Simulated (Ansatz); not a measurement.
# Br₂ (SMILES BrBr): single points off equilibrium

The task here is to estimate one member of a computed series from the others.

Program: Ansatz 0.2.0, Gaussian basis. Level of theory: single points in def2-TZVPP. These are calculated values, not measurements.

Cores are frozen in the correlated methods. Filled d shells of the heavier atoms are correlated.

### Starting geometry

SMILES `BrBr`, 2 atoms, charge 0, spin multiplicity 1.

Atoms are counted from 1 here; the program's logs count them from 0.

Bond lengths: Br1–Br2 2.368 Å.

As a file:

```csv
atom,x (Å),y (Å),z (Å)
Br1,1.0600,-0.2523,0.4645
Br2,-1.0363,0.3557,-0.4527
```

Set-up of the first run:

run/in.yaml

```yaml
crystal:
  periodic: [false, false, false]
  atoms:
    - {symbol: Br, position_ang: [1.060000, -0.252300, 0.464500]}
    - {symbol: Br, position_ang: [-1.036300, 0.355700, -0.452700]}
basis:
  gaussian: {orbitals: def2-TZVPP}
correlation: {method: ccsd_t}
output: {forces: true}
```

The command line of these runs was not kept.

Steps of the session up to this table: CCSD(T)/def2-TZVPP; PBE0-D4/def2-TZVPP; wB97M-V/def2-TZVPP; r2SCAN-D4/def2-TZVPP; PBE-D4/def2-TZVPP; BLYP-D4/def2-TZVPP; BHLYP-D4/def2-TZVPP.

One of the session's tables, all rows but one given; the rest of the session is left out.

```
   method  RMS force component (eV/Å)
  CCSD(T)                       0.495
  PBE0-D4                       0.679
  wB97M-V                       0.706
r2SCAN-D4                           ?
   PBE-D4                       0.414
  BLYP-D4                       0.127
 BHLYP-D4                       0.660
```

**Question.** Estimate the row for r2SCAN-D4.

As computed: RMS force component (eV/Å): 0.540. In the column «RMS force component (eV/Å)» it lies between CCSD(T) (0.495) and BHLYP-D4 (0.660).
